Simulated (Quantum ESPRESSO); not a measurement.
# Pt in Quantum ESPRESSO: notebook

Aim: see how the results for Pt move with the level of theory and the settings. Levels: LDA, PBEsol, RPBE. Tasks: work function.

Program: Quantum ESPRESSO 7.5. These are calculated values, not measurements. Logs are shortened: lines on timing, memory, paths and dates and some standing lists are left out, and cuts for length are marked.

## 1. Starting point

The cell holds a slab with vacuum, 5 atoms: a = 2.769 Å, b = 2.769 Å, c = 24.043 Å, α = 90.00°, β = 90.00°, γ = 120.00°.

The slab is cut from a database's or a generator's crystal, which needn't be the stable form of the element.

## 2. Work function, LDA

pw.in reads:

```
&CONTROL
  calculation = 'scf'
  prefix = 'pwscf'
  outdir = './tmp'
  pseudo_dir = './pseudo'
  tprnfor = .true.
  disk_io = 'low'
/
&SYSTEM
  ibrav = 0
  celldm(1) = 8
  nat = 5
  ntyp = 1
  ecutwfc = 36
  ecutrho = 216
  nbnd = 34
  occupations = 'smearing'
  smearing = 'mv'
  degauss = 0.01469973
  assume_isolated = 'esm'
  esm_bc = 'bc1'
/
&ELECTRONS
  conv_thr = 5d-09
  electron_maxstep = 150
  mixing_beta = 0.3
  mixing_mode = 'local-TF'
  tqr = .true.
/
ATOMIC_SPECIES
Pt   195.0840 Pt.LDA_PW-JTH.UPF
CELL_PARAMETERS alat
  0.6540551720555  -0.0000000000000   0.0000000000000
 -0.3270275860277   0.5664283944711  -0.0000000000000
  0.0000000000000   0.0000000000000   5.6793717305428
ATOMIC_POSITIONS crystal
Pt     0.6666666667    0.3333333333   -0.1880608761
Pt     0.3333333333    0.6666666667   -0.0940304381
Pt     0.0000000000    0.0000000000    0.0000000000
Pt     0.6666666667    0.3333333333    0.0940304381
Pt     0.3333333333    0.6666666667    0.1880608761
K_POINTS automatic
11 11 1 0 0 0
```

pp_density.in reads:

```
&INPUTPP
  prefix = 'pwscf'
  outdir = './tmp'
  filplot = 'density.dat'
  plot_num = 0
/
&PLOT
  nfile = 1
  filepp(1) = 'density.dat'
  iflag = 3
  output_format = 6
  fileout = 'density.cube'
/
```

pp_potential.in reads:

```
&INPUTPP
  prefix = 'pwscf'
  outdir = './tmp'
  filplot = 'potential.dat'
  plot_num = 11
/
&PLOT
  nfile = 1
  filepp(1) = 'potential.dat'
  iflag = 3
  output_format = 6
  fileout = 'potential.cube'
/
```

Potentials or basis: JTH 2.0 LDA.

Started as:

```console
$ OMP_NUM_THREADS=1 mpirun -n 2 pw.x -nk 2 -in pw.in > pw.out
$ OMP_NUM_THREADS=1 mpirun -n 1 pp.x -in pp_density.in > pp_density.out
$ OMP_NUM_THREADS=1 mpirun -n 1 pp.x -in pp_potential.in > pp_potential.out
```

pw.out:

```text
This program is part of the open-source Quantum ESPRESSO suite
     for quantum simulation of materials; please cite
         "P. Giannozzi et al., J. Phys.:Condens. Matter 21 395502 (2009);
         "P. Giannozzi et al., J. Phys.:Condens. Matter 29 465901 (2017);
         "P. Giannozzi et al., J. Chem. Phys. 152 154105 (2020);
     in publications or presentations arising from this work. More details at

     file Pt.LDA_PW-JTH.UPF: wavefunction(s)  6S 0S 6P 0P 5D 0D renormalized
     Message from routine setup:
     using ibrav=0 with symmetry is DISCOURAGED, use correct ibrav instead
[... 6 lines left out ...]
     --------------------
     sticks:   dense  smooth     PW     G-vecs:    dense   smooth      PW
     Sum         421     265     85                57753    31253    5677

     Using Slab Decomposition

     bravais-lattice index     =            0
     lattice parameter (alat)  =       8.0000  a.u.
     unit-cell volume          =    1077.2826 (a.u.)^3
     number of atoms/cell      =            5
     number of atomic types    =            1
     number of electrons       =        50.00
     number of Kohn-Sham states=           34
     kinetic-energy cutoff     =      36.0000  Ry
     charge density cutoff     =     216.0000  Ry
     scf convergence threshold =      5.0E-09
     mixing beta               =       0.3000
     number of iterations used =            8  local-TF  mixing
     Exchange-correlation= SLA PW NOGX NOGC
                           (   1   4   0   0   0   0   0)

     Effective Screening Medium Method
     =================================
     Boundary Conditions: Vacuum-Slab-Vacuum
     total charge in unit cell        =   0.0000
     grid points for fit at edges     =        4

     celldm(1)=   8.000000  celldm(2)=   0.000000  celldm(3)=   0.000000
     celldm(4)=   0.000000  celldm(5)=   0.000000  celldm(6)=   0.000000

     crystal axes: (cart. coord. in units of alat)
               a(1) = (   0.654055  -0.000000   0.000000 )
               a(2) = (  -0.327028   0.566428  -0.000000 )
               a(3) = (   0.000000   0.000000   5.679372 )

     reciprocal axes: (cart. coord. in units 2 pi/alat)
               b(1) = (  1.528923  0.882724 -0.000000 )
               b(2) = (  0.000000  1.765448 -0.000000 )
               b(3) = (  0.000000  0.000000  0.176076 )

     PseudoPot. # 1 for Pt read from file:
     Pt.LDA_PW-JTH.UPF
     Pseudo is Projector augmented-wave + core cor, Zval = 10.0
     Generated using ATOMPAW code
     Shape of augmentation charge: SINC**2
     Using radial grid of 1126 points,  6 beta functions with:
                l(1) =   0
                l(2) =   0
                l(3) =   1
                l(4) =   1
                l(5) =   2
                l(6) =   2
     Q(r) pseudized with 0 coefficients

     atomic species   valence    mass     pseudopotential
     Pt               10.00   195.08400     Pt( 1.00)

     12 Sym. Ops., with inversion, found

   Cartesian axes

     site n.     atom                  positions (alat units)
         1        Pt     tau(   1) = (   0.3270276   0.1888095  -1.0680676  )
         2        Pt     tau(   2) = (  -0.0000000   0.3776189  -0.5340338  )
         3        Pt     tau(   3) = (   0.0000000   0.0000000   0.0000000  )
         4        Pt     tau(   4) = (   0.3270276   0.1888095   0.5340338  )
         5        Pt     tau(   5) = (  -0.0000000   0.3776189   1.0680676  )

     number of k points=    16  Marzari-Vanderbilt smearing, width (Ry)=  0.0147
                       cart. coord. in units 2pi/alat
        k(    1) = (   0.0000000   0.0000000   0.0000000), wk =   0.0165289
        k(    2) = (   0.0000000   0.1604953   0.0000000), wk =   0.0991736
        k(    3) = (   0.0000000   0.3209906   0.0000000), wk =   0.0991736
        k(    4) = (   0.0000000   0.4814859   0.0000000), wk =   0.0991736
        k(    5) = (   0.0000000   0.6419812   0.0000000), wk =   0.0991736
        k(    6) = (   0.0000000   0.8024765   0.0000000), wk =   0.0991736
[... 8 lines left out ...]
        k(   15) = (   0.4169790   0.7222288   0.0000000), wk =   0.0991736
        k(   16) = (   0.4169790   0.8827241   0.0000000), wk =   0.0991736

     Dense  grid:    57753 G-vectors     FFT dimensions: (  25,  25, 216)

     Smooth grid:    31253 G-vectors     FFT dimensions: (  20,  20, 180)
     Real space treatment of Q(r)

     Initializing real-space augmentation for DENSE grid
     Message from routine real_space_q:
     integrated real space q too different from target q
     Largest difference:   0.000196 for atom type # 1

     Initial potential from superposition of free atoms

     starting charge      49.9993, renormalised to      50.0000

     negative rho (up, down):  4.088E-05 0.000E+00
     Starting wfcs are   90 randomized atomic wfcs
     Checking if some PAW data can be deallocated...

     Self-consistent Calculation

     iteration #  1     ecut=    36.00 Ry     beta= 0.30
     Davidson diagonalization with overlap
     ethr =  1.00E-02,  avg # of iterations =  7.5

     negative rho (up, down):  1.426E-03 0.000E+00

     total energy              =   -3634.09237955 Ry
     estimated scf accuracy    <       0.55668031 Ry

     iteration #  2     ecut=    36.00 Ry     beta= 0.30
     Davidson diagonalization with overlap
     ethr =  1.11E-03,  avg # of iterations =  3.6

     negative rho (up, down):  3.425E-03 0.000E+00

     total energy              =   -3634.14592237 Ry
     estimated scf accuracy    <       0.15086583 Ry

     iteration #  3     ecut=    36.00 Ry     beta= 0.30
     Davidson diagonalization with overlap
     c_bands:  2 eigenvalues not converged
     c_bands:  1 eigenvalues not converged
     c_bands:  2 eigenvalues not converged
     c_bands:  1 eigenvalues not converged
     ethr =  3.02E-04,  avg # of iterations = 11.5

     negative rho (up, down):  6.764E-03 0.000E+00

     total energy              =   -3634.18847701 Ry
     estimated scf accuracy    <       0.09577933 Ry

     iteration #  4     ecut=    36.00 Ry     beta= 0.30
     Davidson diagonalization with overlap
     ethr =  1.92E-04,  avg # of iterations =  9.5

     negative rho (up, down):  5.821E-03 0.000E+00

     total energy              =   -3634.21944607 Ry
     estimated scf accuracy    <       0.01498522 Ry

     iteration #  5     ecut=    36.00 Ry     beta= 0.30
     Davidson diagonalization with overlap
     c_bands:  2 eigenvalues not converged
     ethr =  3.00E-05,  avg # of iterations = 12.0
[... 109 lines left out ...]
     iteration # 17     ecut=    36.00 Ry     beta= 0.30
     Davidson diagonalization with overlap
     ethr =  6.56E-11,  avg # of iterations =  7.6

     negative rho (up, down):  9.400E-05 0.000E+00

     total energy              =   -3634.24117875 Ry
     estimated scf accuracy    <          8.7E-09 Ry

     iteration # 18     ecut=    36.00 Ry     beta= 0.30
     Davidson diagonalization with overlap
     ethr =  1.74E-11,  avg # of iterations =  9.1

     negative rho (up, down):  9.634E-05 0.000E+00

     total energy              =   -3634.24117628 Ry
     estimated scf accuracy    <       0.00000001 Ry

     iteration # 19     ecut=    36.00 Ry     beta= 0.30
     Davidson diagonalization with overlap
     ethr =  1.74E-11,  avg # of iterations =  1.0

     negative rho (up, down):  9.486E-05 0.000E+00

     total energy              =   -3634.24117673 Ry
     estimated scf accuracy    <          7.5E-09 Ry

     iteration # 20     ecut=    36.00 Ry     beta= 0.30
     Davidson diagonalization with overlap
     ethr =  1.50E-11,  avg # of iterations =  1.0

     negative rho (up, down):  9.259E-05 0.000E+00

     End of self-consistent calculation

          k = 0.0000 0.0000 0.0000 (  3819 PWs)   bands (ev):

   -16.0299 -15.0220 -13.9280 -13.2745 -13.2273 -10.0875  -9.9618  -9.8440
    -9.8440  -9.7535  -9.7535  -9.5802  -9.5802  -9.5124  -9.1792  -9.1792
    -9.1424  -9.1424  -8.5235  -7.7207  -7.7207  -7.5336  -7.5336  -7.0442
    -7.0442  -6.3655  -6.3655  -6.2907  -6.0474  -6.0474  -5.6008  -0.4758
    -0.0453   0.5644

          k = 0.0000 0.1605 0.0000 (  3855 PWs)   bands (ev):

   -15.7401 -14.7400 -13.6427 -13.0034 -12.9408 -10.3118 -10.2217 -10.0295
    -9.7324  -9.7097  -9.6297  -9.6034  -9.5247  -9.3627  -9.2791  -9.1868
    -9.0019  -8.9315  -8.8980  -7.9532  -7.9115  -7.5086  -7.4882  -7.3040
    -7.0558  -7.0405  -6.4271  -6.3618  -6.0307  -5.1562  -4.2445  -0.2930
     0.1766   0.6961

          k = 0.0000 0.3210 0.0000 (  3881 PWs)   bands (ev):

   -14.9401 -13.9950 -12.9332 -12.3503 -12.2193 -10.9133 -10.5142 -10.4514
   -10.2363  -9.8419  -9.6051  -9.4155  -9.4091  -9.3194  -9.0213  -9.0109
    -8.7652  -8.6423  -8.4576  -8.3432  -8.0472  -7.9481  -7.6925  -7.4719
    -7.0285  -6.9209  -6.3625  -5.9920  -5.6499  -3.9795  -2.5284   0.2033
     0.8379   1.1355

          k = 0.0000 0.4815 0.0000 (  3891 PWs)   bands (ev):

   -13.9094 -13.1811 -12.4706 -12.0106 -11.6764 -11.5334 -10.9747 -10.4862
   -10.3220  -9.9402  -9.6031  -9.3616  -9.3165  -9.1227  -8.8177  -8.7744
    -8.6470  -8.1841  -7.9057  -7.8594  -7.5532  -7.4853  -7.3082  -7.0873
    -6.8713  -6.4662  -6.3694  -5.9503  -4.8514  -2.9479  -0.8700   0.9608
     1.8611   2.1127

          k = 0.0000 0.6420 0.0000 (  3914 PWs)   bands (ev):

   -13.2718 -12.8207 -12.5518 -12.2496 -11.9823 -11.7960 -11.4098 -10.5435
   -10.0512  -9.7425  -9.5174  -9.3554  -9.3169  -8.7396  -8.3615  -7.7982
    -7.7571  -7.5647  -7.0251  -6.7844  -6.7265  -6.6060  -6.5046  -6.3873
    -6.2563  -6.1544  -5.9075  -5.8753  -4.0000  -1.9463   0.3283   1.9092
     2.1109   2.6824

          k = 0.0000 0.8025 0.0000 (  3932 PWs)   bands (ev):

   -13.1761 -12.9352 -12.5534 -12.4925 -12.1702 -11.9344 -11.6553 -10.6433
   -10.0842  -9.9596  -9.6562  -9.0774  -8.8293  -8.7150  -7.7758  -7.6386
    -6.9755  -6.7081  -6.1588  -6.1476  -6.0955  -5.9385  -5.7964  -5.7423
    -5.5528  -5.5246  -4.5831  -4.4423  -3.2278  -1.8451  -0.2330   0.1240
     0.5900   1.5905
[... 51 lines left out ...]
   -12.5445 -12.3020 -11.9235 -11.7574 -11.5473 -11.2161 -10.9353 -10.5942
   -10.4632 -10.2341 -10.0715  -9.7122  -9.2523  -9.1382  -9.0413  -8.8584
    -8.4008  -8.0171  -7.7539  -7.3580  -7.1738  -6.7418  -6.0732  -6.0136
    -5.7748  -4.8792  -4.6471  -4.0925  -2.7506  -0.9582   1.2667   1.9405
     2.3848   2.9444

          k = 0.2780 0.8025 0.0000 (  3967 PWs)   bands (ev):

   -12.4604 -12.3907 -11.9200 -11.7437 -11.6534 -11.3107 -11.0845 -10.6905
   -10.5336 -10.1793  -9.6559  -9.4287  -9.3170  -8.9328  -8.6186  -8.1659
    -8.0349  -7.8457  -7.2272  -6.9840  -6.8382  -6.4981  -6.1767  -6.0466
    -5.7752  -3.3873  -2.8930  -2.1705  -1.2486  -0.8829  -0.0272   0.5037
     0.9081   1.8348

          k = 0.4170 0.7222 0.0000 (  3973 PWs)   bands (ev):

   -12.0710 -12.0560 -11.6157 -11.5724 -11.1388 -11.0544 -10.8720 -10.7484
   -10.5320 -10.2534  -9.9403  -9.8176  -9.0986  -9.0189  -8.9644  -8.9268
    -8.3397  -8.0996  -7.7334  -7.4832  -7.1346  -6.5718  -6.1371  -6.0279
    -5.7945  -3.3564  -2.7875  -1.9088  -0.6481   0.1955   0.3314   0.8288
     1.3727   2.0426

          k = 0.4170 0.8827 0.0000 (  3979 PWs)   bands (ev):

   -12.0084 -11.8778 -11.5465 -11.3308 -11.3093 -10.9746 -10.8941 -10.7941
   -10.5836 -10.1024  -9.8431  -9.7288  -9.1772  -9.0953  -8.7368  -8.7088
    -8.3705  -8.0066  -7.6522  -7.4505  -6.6637  -6.5733  -6.3842  -6.1830
    -6.1700  -1.8113  -1.7281  -0.8831  -0.8685  -0.3737  -0.0024   0.9361
     1.1112   1.8303

     the Fermi energy is    -6.0563 ev

!    total energy              =   -3634.24117891 Ry
     total all-electron energy =     -3634.241179 Ry
     estimated scf accuracy    <          3.8E-09 Ry
     smearing contrib. (-TS)   =      -0.00283877 Ry
     internal energy E=F+TS    =   -3634.23834015 Ry

     The total energy is F=E-TS. E is the sum of the following terms:
     one-electron contribution =    9426.71677281 Ry
     hartree contribution      =   -4688.65342469 Ry
     xc contribution           =     -49.16344672 Ry
     ewald contribution        =   -4932.38807364 Ry
     one-center paw contrib.   =   -3390.75016791 Ry

     convergence has been achieved in  20 iterations

     negative rho (up, down):  9.259E-05 0.000E+00

     Forces acting on atoms (cartesian axes, Ry/au):

     atom    1 type  1   force =    -0.00000000   -0.00000000    0.00485420
     atom    2 type  1   force =     0.00000000   -0.00000000    0.00890377
     atom    3 type  1   force =     0.00000000    0.00000000    0.00000000
     atom    4 type  1   force =     0.00000000    0.00000000   -0.00890377
     atom    5 type  1   force =     0.00000000   -0.00000000   -0.00485420

     Total force =     0.014342     Total SCF correction =     0.000188

=------------------------------------------------------------------------------=
   JOB DONE.
=------------------------------------------------------------------------------=
```

Wall time 36 s (2 MPI ranks of Intel Xeon 6975P-C (Granite Rapids), shared host); peak memory 0.36 GiB.

What came out:

* Free energy: -49446.3702 eV
* Largest force: 0.229 eV/Å
* Band gap on the k mesh: none (metal or under the smearing width)
* Work function of the upper face: 6.06 eV
* Work function of the lower face: 6.06 eV

Forces in eV/Å, atoms in the order of the input:
```
Pt   0.000  0.000  0.125
Pt   0.000  0.000  0.229
Pt   0.000  0.000  0.000
Pt   0.000  0.000 -0.229
Pt   0.000  0.000 -0.125
```

Caveat: real space augmentation costs some meV and hundredths of eV per Å.

(Continued in part 2 of 2.)
